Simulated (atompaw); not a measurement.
# Rhenium: generating and testing a PAW (atompaw) potential

Aim: build the potential from the settings below, then test how well it stands in for the atom: scattering, ghost states and the plane-wave cutoff that it needs.

Program: atompaw 4.2.0.5. Reference atom: PBE, scalar-relativistic, spherical and spin-unpolarised. All values are calculated.

### Step 1. The design

The settings as typed:

| Quantity | Value |
| --- | --- |
| element | rhenium (Re, Z = 75) |
| type | PAW |
| frozen core | [Kr] 4d10 4f14 |
| valence charge | 15 |
| reference configuration | 5s2 5p6 5d5 6s1.5 6p0 (charge +0.5) |
| partial waves | 5s (bound): rc 1.65 bohr; 6s (bound): rc 1.45 bohr; 5p (bound): rc 1.85 bohr; 6p (bound, empty): rc 2.20 bohr; 5d (bound): rc 2.20 bohr; 5d channel at 3.6 Ry: rc 2.20 bohr; 5f channel at 0.15 Ry: rc 2.20 bohr |
| local potential | vpsmatchnc scheme with l = 4 at 1 Ry, radius 2.15 bohr |
| core correction | smooth core density matched at 1.45 bohr |
| augmentation charge | besselshape compensation charge, radius 1.65 bohr; PAW radius 2.20 bohr; waves and projectors: modrrkj vanderbiltortho |

An earlier all-electron run gives the scale for the radii.

All-electron outer shells of the reference configuration (PBE, scalar-relativistic, ld1.x):

```
shell  level (eV)  outermost node (bohr)  outermost maximum (bohr)
   4d     -259.06                   0.21                      0.44
   5s      -88.99                   0.52                      0.93
   5p      -50.76                   0.56                      1.06
   4f      -46.04                      –                      0.41
   6s       -9.22                   1.24                      2.51
   5d       -9.03                   0.62                      1.41
   6p       -4.02                   1.48                      3.39
```

### Step 2. The generation run

Re.input reads:

```
Re 75
GGA-PBE scalarrelativistic loggrid 2001 logderivrange -9 5 351
6 6 5 4 0 0
6 0 1.5
6 1 0
5 2 5
0 0 0
c
c
c
c
v
v
c
c
c
v
v
c
c
v
c
3
2.20 1.65 2.15 1.45
n
n
y
3.6
n
y
0.15
n
modrrkj vanderbiltortho besselshape
4 1 vpsmatchnc
1.65
1.45
1.85
2.20
2.20
2.20
2.20
PWSCFOUT
UPFDX 0.0125d0 UPFXMIN -7.d0 UPFZMESH 75.d0
END
```

On the command line:

```sh
$ atompaw < Re.input > Re.log
```

Q: Predict the outcome of this session. Wanted: cutoffs for 10 and 1 mRy, occupied levels; bound ghosts; largest phase difference near zero energy, channels read; lowest eigenvalue of the overlap; share of valence orbitals outside the PAW sphere; UPF file.

As calculated:

| quantity | value |
| --- | --- |
| cutoffs for 10 and 1 mRy, occupied levels | 30 Ry and 50 Ry |
| bound ghosts | s at -5873.44 eV |
| largest phase difference near zero energy, channels read | 0.329 rad |
| lowest eigenvalue of the overlap (Bessel basis) | 0.010 (s) |
| share of valence orbitals outside the PAW sphere | 5s 0 %, 6s 77 %, 5p 2 %, 6p 94 %, 5d 29 % |
| UPF file | written |

In words: It has a bound ghost (s), a state that the atom doesn't have, and that rules the file out. The overlap operator is nearly singular (0.010). It counts as soft on the atom at that tolerance, with 30 Ry needed at the looser tolerance. Near zero energy the largest phase difference among the channels read is 0.33 rad, in the f channel. Note that the frozen 4f shell (-46 eV) lies higher than the valence 5s shell (-89 eV). All of this concerns the isolated atom, not yet a solid.
